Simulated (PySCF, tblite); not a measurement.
**C₄H₆F₃Si₂ radical: geometry, infrared bands and EPR parameters**

Wanted: the infrared bands and EPR parameters of C₄H₆F₃Si₂ radical (`C#C[SiH]C[Si@H](F)C(F)F`), by calculation.

Computed with tblite 0.8.0 and PySCF 2.14.0, with density-fitted response routines of our own, on a single molecule in the gas phase. Atoms count from 0, in the outputs and in this text.

**1. The molecule as given**

15 atoms, charge 0, multiplicity 2; geometry from: force field or distance geometry start.

Bonds of the start (Å): C0–C1 1.22, C1–Si2 1.80, Si2–C3 1.88, C3–Si4 1.87, Si4–F5 1.68, Si4–C6 1.88, C6–F7 1.39, C6–F8 1.37, C0–H9 1.04, Si2–H10 1.45, C3–H11 1.08, C3–H12 1.13, Si4–H13 1.47, C6–H14 1.12.

**2. Relaxing the molecule with GFN2-xTB**

Job settings and geometry (Å):

```
{"job": {"kind": "relax", "xc": "GFN2-xTB", "basis": "xTB"}, "charge": 0, "multiplicity": 2}
C      4.052200     0.066200    -0.510200
C      2.971900    -0.448000    -0.753800
Si     1.372700    -1.218600    -1.074700
C      0.056900     0.098100    -0.846900
Si    -1.273200    -0.446200     0.357200
F     -2.016500    -1.869800    -0.135300
C     -2.482300     0.994900     0.431300
F     -2.291600     1.711100     1.603900
F     -3.750200     0.509700     0.279000
H      4.958300     0.535200    -0.307600
H      1.186900    -2.390800    -0.247700
H     -0.407700     0.430200    -1.768800
H      0.573200     0.962600    -0.332300
H     -0.682500    -0.609700     1.695100
H     -2.272600     1.683100    -0.422500
```

On the command line:

```bash
> OMP_NUM_THREADS=1 python probes_run.py task.json out
```

The driver reads the jobs from task.json and runs them one after another.

Standard output:

```text
step      E/eV     max force
  0    -793.85353    2.082
  1    -793.91986    5.342
  2    -794.06181    1.027
  3    -794.10374    0.519
  4    -794.13942    0.419
  5    -794.15622    0.513
  6    -794.17173    0.393
  7    -794.18445    0.283
  8    -794.19539    0.243
  9    -794.20462    0.275
 10    -794.21453    0.242
 11    -794.22465    0.253
 12    -794.23265    0.243
 13    -794.23800    0.197
 14    -794.24214    0.187
 15    -794.24665    0.198
 16    -794.25167    0.173
 17    -794.25584    0.129
 18    -794.25884    0.126
 19    -794.26176    0.166
 20    -794.26492    0.202
 21    -794.26765    0.161
 22    -794.26948    0.111
 23    -794.27066    0.102
 24    -794.27164    0.077
 25    -794.27239    0.069
 26    -794.27285    0.050
 27    -794.27319    0.044
 28    -794.27358    0.062
 29    -794.27400    0.064
 30    -794.27438    0.059
 31    -794.27469    0.042
 32    -794.27505    0.056
 33    -794.27553    0.066
 34    -794.27610    0.063
 35    -794.27658    0.050
 36    -794.27695    0.052
 37    -794.27742    0.067
 38    -794.27817    0.091
 39    -794.27922    0.108
 40    -794.28024    0.079
 41    -794.28094    0.054
 42    -794.28136    0.046
 43    -794.28178    0.058
 44    -794.28243    0.078
 45    -794.28325    0.080
 46    -794.28402    0.070
 47    -794.28486    0.097
 48    -794.28590    0.113
 49    -794.28707    0.106
 50    -794.28852    0.096
 51    -794.28979    0.175
 52    -794.29134    0.104
 53    -794.29297    0.103
 54    -794.29511    0.174
 55    -794.29618    0.082
 56    -794.29707    0.056
 57    -794.29770    0.069
 58    -794.29820    0.046
 59    -794.29920    0.063
 60    -794.29991    0.069
 61    -794.30036    0.052
 62    -794.30090    0.055
 63    -794.30185    0.078
 64    -794.30320    0.087
 65    -794.30464    0.149
 66    -794.30516    0.158
 67    -794.30688    0.100
 68    -794.30786    0.109
 69    -794.30950    0.077
 70    -794.31136    0.107
 71    -794.31383    0.117
 72    -794.30988    0.423
 73    -794.31662    0.111
 74    -794.31777    0.102
 75    -794.32103    0.233
 76    -794.32262    0.073
 77    -794.32343    0.070
 78    -794.32460    0.071
 79    -794.32570    0.076
 80    -794.32756    0.133
 81    -794.32960    0.125
 82    -794.33163    0.091
 83    -794.33270    0.067
 84    -794.33301    0.139
 85    -794.33412    0.057
 86    -794.33482    0.045
 87    -794.33551    0.056
 88    -794.33583    0.062
 89    -794.33627    0.062
 90    -794.33671    0.087
 91    -794.33733    0.087
 92    -794.33818    0.105
 93    -794.33930    0.101
 94    -794.34036    0.074
 95    -794.34111    0.054
 96    -794.34156    0.069
 97    -794.34187    0.051
 98    -794.34219    0.039
 99    -794.34256    0.037
100    -794.34350    0.064
101    -794.34393    0.057
102    -794.34446    0.041
103    -794.34474    0.046
104    -794.34510    0.108
105    -794.34554    0.066
106    -794.34612    0.087
107    -794.34680    0.079
108    -794.34723    0.083
109    -794.34767    0.059
110    -794.34829    0.049
111    -794.34846    0.044
112    -794.34878    0.035
113    -794.34902    0.034
114    -794.34904    0.072
115    -794.34927    0.034
116    -794.34935    0.027
117    -794.34965    0.034
118    -794.34977    0.045
119    -794.35005    0.042
120    -794.35018    0.028
121    -794.35027    0.026
122    -794.35033    0.023
123    -794.35046    0.034
124    -794.35065    0.041
125    -794.35092    0.038
126    -794.35118    0.042
127    -794.35140    0.033
128    -794.35157    0.039
129    -794.35169    0.046
130    -794.35184    0.028
131    -794.35199    0.028
132    -794.35222    0.032
133    -794.35242    0.040
134    -794.35284    0.052
135    -794.35322    0.056
136    -794.35349    0.083
137    -794.35396    0.066
138    -794.35444    0.057
139    -794.35518    0.079
140    -794.35578    0.089
141    -794.35654    0.098
142    -794.35749    0.080
143    -794.35851    0.082
144    -794.35915    0.064
145    -794.35789    0.326
146    -794.36027    0.080
147    -794.36083    0.061
148    -794.36224    0.201
149    -794.36325    0.133
150    -794.36547    0.132
151    -794.36741    0.080
152    -794.36382    0.392
153    -794.36865    0.104
154    -794.36921    0.043
155    -794.36995    0.159
156    -794.37043    0.096
157    -794.37098    0.053
158    -794.37200    0.112
159    -794.37287    0.132
160    -794.37370    0.145
161    -794.37483    0.114
162    -794.37598    0.155
163    -794.37705    0.117
164    -794.37633    0.246
165    -794.37900    0.121
166    -794.37990    0.079
167    -794.38144    0.205
168    -794.38294    0.145
169    -794.38440    0.219
170    -794.38538    0.110
171    -794.38592    0.106
172    -794.38698    0.172
173    -794.38631    0.293
174    -794.38797    0.070
175    -794.38834    0.060
176    -794.38901    0.083
177    -794.38950    0.076
178    -794.38983    0.062
179    -794.39020    0.043
180    -794.39065    0.044
181    -794.39080    0.039
182    -794.39093    0.050
183    -794.39107    0.027
184    -794.39117    0.029
185    -794.39123    0.018
186    -794.39129    0.019
187    -794.39134    0.020
188    -794.39137    0.031
189    -794.39140    0.021
190    -794.39143    0.013
191    -794.39148    0.015
192    -794.39152    0.019
193    -794.39156    0.015
194    -794.39160    0.012
195    -794.39163    0.011
196    -794.39165    0.009
```

It took 2 s on 1 thread of Arm Neoverse V1, shared host.

Relaxation path: (not every step is listed)

```csv
step,energy from step 0 (eV),largest force (eV/Å)
0,0.0000,2.0816
1,-0.0663,5.3418
2,-0.2083,1.0270
3,-0.2502,0.5191
4,-0.2859,0.4195
5,-0.3027,0.5125
6,-0.3182,0.3935
7,-0.3309,0.2832
8,-0.3419,0.2429
26,-0.4193,0.0502
44,-0.4289,0.0785
62,-0.4474,0.0550
80,-0.4740,0.1332
98,-0.4887,0.0388
116,-0.4958,0.0266
134,-0.4993,0.0519
152,-0.5103,0.3915
170,-0.5319,0.1103
188,-0.5378,0.0309
191,-0.5380,0.0150
192,-0.5380,0.0186
193,-0.5380,0.0152
194,-0.5381,0.0116
195,-0.5381,0.0114
196,-0.5381,0.0090
```

Distances of close pairs at the start and the end, largest changes first:

```csv
bond,before (Å),after (Å),change (Å)
Si4–F5,1.680,1.620,-0.059
Si4–C6,1.883,1.936,+0.054
C3–H12,1.131,1.090,-0.041
Si2–C3,1.875,1.911,+0.036
C1–Si2,1.804,1.827,+0.023
C6–F7,1.387,1.365,-0.023
Si4–H13,1.472,1.449,-0.022
C6–H14,1.116,1.099,-0.018
```

The final coordinates are the input of the step that follows.

**3. Harmonic vibrations with GFN2-xTB**

Job settings and geometry (Å):

```
{"job": {"kind": "ir", "xc": "GFN2-xTB", "basis": "xTB"}, "charge": 0, "multiplicity": 2}
C      3.776129    -0.657894     0.405589
C      2.835471    -0.630944    -0.352175
Si     1.555540    -0.462230    -1.645266
C      0.112438     0.631659    -1.034143
Si    -0.858955    -0.189199     0.353494
F     -1.233280    -1.694805    -0.114204
C     -2.608607     0.614724     0.557806
F     -2.856990     1.540411    -0.413680
F     -2.702918     1.286740     1.739543
H      4.566921    -0.708639     1.097543
H      1.152670    -1.727894    -2.244925
H     -0.556694     0.844944    -1.870788
H      0.500426     1.593967    -0.701425
H     -0.244625    -0.331636     1.658586
H     -3.441939    -0.101216     0.530823
```

Standard output:

```text
mode    cm-1     km/mol
  1       5.8      2.40
  2      19.8      0.64
  3      31.7      0.85
  4      81.3      0.70
  5      94.1      1.38
  6     148.3     10.68
  7     169.6      7.63
  8     201.7      9.63
  9     220.5      4.53
 10     270.6     22.95
 11     281.5     13.65
 12     344.5     28.43
 13     425.0     25.81
 14     493.2      8.81
 15     559.2     74.58
 16     603.0     58.62
 17     614.4     39.14
 18     628.2     19.54
 19     647.8      6.04
 20     658.2    123.68
 21     681.8     31.64
 22     706.0     86.93
 23     741.7     76.48
 24     778.9    235.82
 25     829.5    210.06
 26     997.6    120.00
 27    1008.8      9.75
 28    1082.0     71.07
 29    1129.9    105.81
 30    1238.3     32.26
 31    1272.9      2.65
 32    1425.6      5.99
 33    2133.7     21.85
 34    2304.7    306.62
 35    2391.6    202.87
 36    2896.6     36.88
 37    2960.0      9.97
 38    2992.5      6.48
 39    3352.9      5.57
```

Wall time 0.77 s (1 thread of Arm Neoverse V1, shared host).

Which atoms move in the most intense modes:

```csv
cm⁻¹,km/mol,atoms
658,123.7,H13 68 %
706,86.9,"C3 24 %, H12 15 %, H13 11 %"
779,235.8,"F5 29 %, C3 20 %, Si4 20 %, Si2 17 %"
830,210.1,"Si4 38 %, C3 28 %, F5 18 %"
998,120.0,"C6 61 %, F7 18 %, F8 16 %"
1130,105.8,"H11 37 %, H12 37 %, C3 24 %"
2305,306.6,H10 96 %
2392,202.9,H13 97 %
```

**4. g tensor and hyperfine couplings: B3LYP/pcH-1**

The job, as its differences from that of step 3:

```diff
@@ -1,2 +1,2 @@
-{"job": {"kind": "ir", "xc": "GFN2-xTB", "basis": "xTB"}, "charge": 0, "multiplicity": 2}
+{"job": {"kind": "epr", "basis": "pcH-1"}, "charge": 0, "multiplicity": 2}
 C      3.776129    -0.657894     0.405589
```

With the program's defaults for keys left out, this is: UKS B3LYP, pcH-1 on C F H Si, non-relativistic, mean-field spin-orbit, GIAO.

Standard output:

```text
UKS, coarse grid
  cycle   1  E = -1034.38387051  |g| = 7.14e-01
  cycle   2  E = -1034.16121771  |g| = 1.11e+00
  cycle   3  E = -1034.55774872  |g| = 8.41e-02
  cycle   4  E = -1034.55966546  |g| = 4.48e-02
  cycle   5  E = -1034.56052194  |g| = 8.96e-03
  cycle   6  E = -1034.56055533  |g| = 4.56e-03
  cycle   7  E = -1034.56056457  |g| = 2.24e-03
  cycle   8  E = -1034.56056767  |g| = 1.25e-03
  cycle   9  E = -1034.56056821  |g| = 3.66e-04
UKS, final grid
  cycle   1  E = -1034.56070081  |g| = 5.17e-04
  cycle   2  E = -1034.56070054  |g| = 9.87e-04
  cycle   3  E = -1034.56070097  |g| = 1.89e-04
  cycle   4  E = -1034.56070100  |g| = 7.75e-05
  cycle   5  E = -1034.56070102  |g| = 4.80e-05
  cycle   6  E = -1034.56070102  |g| = 1.08e-05
E = -1034.56070102 Eh   <S^2> = 0.7549 (exact 0.7500)
g shifts (ppm)      1          2          3
  rmc          -142       -142       -142
  gc             21         78         77
  oz_so         -59        835       2107
  total        -180        771       2042
hyperfine (MHz)  atom isotope    a_iso     a_fc   dipolar eigenvalues
    0   13C      16.23      16.30    -15.42    -12.62     28.05
    1   13C       7.09       7.07     -9.78     -0.45     10.22
    2  29Si    -484.11    -485.19   -161.80     80.44     81.36
    3   13C      12.76      12.73     -3.90     -3.70      7.61
    4  29Si     -42.05     -42.12     -9.41      4.30      5.11
    5   19F      14.90      14.91     -3.10     -1.58      4.69
    6   13C       7.21       7.21     -1.20     -1.07      2.27
    7   19F       1.38       1.38     -1.15     -0.29      1.44
    8   19F       1.50       1.50     -3.21     -2.68      5.89
    9    1H     -14.45     -14.45     -7.44     -0.93      8.37
   10    1H      48.77      48.76     -9.07      1.22      7.84
   11    1H       5.74       5.73     -3.86     -2.28      6.14
   12    1H      10.84      10.84     -3.98     -2.43      6.41
   13    1H      -0.95      -0.95     -1.20     -0.60      1.81
   14    1H       3.71       3.71     -0.77     -0.22      0.99
```

Wall time 3 min (1 thread of Arm Neoverse V1, shared host); peak memory 1.1 GiB.

Principal g values 2.00214, 2.00309, 2.00436; g(iso) = 2.00320, against 2.00232 for a free electron.

Hyperfine couplings, nucleus by nucleus at this fixed geometry (no averaging over rotations):

```csv
nuclei,isotope,a(iso) (MHz),"a(iso) (G, at g = 2.0023)",largest dipolar term (MHz)
Si2,29Si,-484.1,-172.7,-161.8
H10,1H,48.8,17.4,-9.1
Si4,29Si,-42.1,-15.0,-9.4
C0,13C,16.2,5.8,28.0
F5,19F,14.9,5.3,4.7
H9,1H,-14.5,-5.2,8.4
C3,13C,12.8,4.6,7.6
H12,1H,10.8,3.9,6.4
C6,13C,7.2,2.6,2.3
C1,13C,7.1,2.5,10.2
H11,1H,5.7,2.0,6.1
H14,1H,3.7,1.3,1.0
F8,19F,1.5,0.5,5.9
F7,19F,1.4,0.5,1.4
```

Mulliken spin populations:

C0 0.20; C1 -0.11; Si2 0.89; C3 -0.01; Si4 0.03; F5 0.00; C6 0.01; F7 0.00; F8 0.00; H9 -0.01; H10 0.01; H11 0.00; H12 0.00; H13 0.00; H14 0.00

In first order the couplings over 0.8 MHz of 1H, 19F give 504 distinct lines over 36.5 G.

The fields below are evaluated on a grid from the run's orbitals.

ELF in a plane through or near 5 of the atoms.

Values, 10 rows by 14 columns:
```
0.00 0.00 0.00 0.00 0.00 0.00 0.00 0.00 0.00 0.00 0.00 0.00 0.00 0.00
0.00 0.00 0.00 0.00 0.00 0.00 0.00 0.10 0.01 0.00 0.00 0.00 0.00 0.00
0.00 0.00 0.89 0.56 0.13 0.00 0.33 0.99 0.20 0.35 0.46 0.04 0.00 0.00
0.00 0.03 0.98 0.90 0.67 0.17 0.14 0.99 0.44 0.50 0.84 0.19 0.00 0.00
0.00 0.01 0.39 0.43 0.58 0.51 0.06 0.29 0.13 0.33 0.38 0.01 0.00 0.00
0.00 0.00 0.30 0.71 0.50 0.62 0.68 0.93 0.41 0.33 0.44 0.03 0.00 0.00
0.00 0.00 0.01 0.11 0.61 0.70 0.81 0.70 0.34 0.21 0.48 0.02 0.00 0.00
0.00 0.00 0.00 0.16 0.90 0.69 0.29 0.64 0.77 0.00 0.01 0.00 0.00 0.00
0.00 0.00 0.00 0.05 0.72 0.73 0.07 0.01 0.01 0.00 0.00 0.00 0.00 0.00
0.00 0.00 0.00 0.00 0.00 0.01 0.00 0.00 0.00 0.00 0.00 0.00 0.00 0.00
```
The map spans 14.1 Å across and 9.2 Å up, centred on the molecule. Atoms in the plane (x, y in Å): C0 (-3.8, 0.9), C1 (-2.9, 0.1), Si2 (-1.8, -1.3), C6 (2.7, 0.4), H9 (-4.5, 1.7).

On the surface of density 0.002 e/bohr³ the electrostatic potential runs, from the 1st to the 99th percentile, from -0.87 V near F5 to 1.78 V near H9.

The spin density lies nearest to Si2 59 %; C0 12 %; H10 8 %; C1 8 % (both signs).

**5. Results**

| quantity | value |
| --- | --- |
| strongest single infrared mode (GFN2-xTB) | 2305 cm⁻¹, 307 km/mol |
| zero-point energy (GFN2-xTB) | 53.5 kcal/mol |
| g(iso) (B3LYP) | 2.00320 |
| ⟨S²⟩ | 0.755 (exact 0.75) |
| largest a(iso) | 29Si on Si2, -484.1 MHz |
| potential on the surface of density 0.002 e/bohr³, 1st and 99th percentile | -0.87 V and 1.78 V |

What this shows: The optimisation took 196 steps and gained 0.538 eV; among the close pairs (by a distance rule), Si4–F5 changed most, from 1.680 to 1.620 Å. No mode is imaginary among the 39: a minimum at this level. The strongest single mode, at 2305 cm⁻¹, moves mainly H10. GFN2-xTB is a fitted tight-binding method: band positions and strengths are rough. Its intensities can rank the bands wrongly. Si2 carries the largest spin population, 0.89 e. The isotropic g lies 0.9 ppt above the free-electron value. These values are for one conformer; the search (at its own cheap level) found 2 more, at 0.25, 2.26 kcal/mol, and measured spectra average over such forms.
